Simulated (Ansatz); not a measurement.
Al3Pd:

```
Pd Al
1.0
     3.94691    0.00000    0.00000
     0.00000    3.94691    0.00000
     0.00000    0.00000    3.94691
Pd Al
1 3
Direct
  0.00000 0.00000 0.00000
  0.50000 0.50000 0.00000
  0.50000 0.00000 0.50000
  0.00000 0.50000 0.50000
```

The cell comes from a database or a generator and needn't be the stable form of this composition.

Base run:

```yaml
Program: Ansatz 0.2.0
Functional: PBEsol
Potentials_or_basis: all-electron LAPW, non-relativistic
Cutoff: 189 eV (chosen from the basis error)
Basis_error_allowed: 0.002 eV/atom
k_mesh: 7 × 7 × 7
Occupations: fermi-dirac, width 0.05 eV
Spin: no spin polarisation
```

Its results: pressure 0.9 GPa.

Problem. The run is repeated on the same cell with these changes: potentials or basis from all-electron LAPW, non-relativistic to all-electron LAPW, scalar-relativistic. What comes out?

Solution. Pressure -1.9 GPa.

Caveats: relativity is left out, which matters for the heavier elements (some runs).
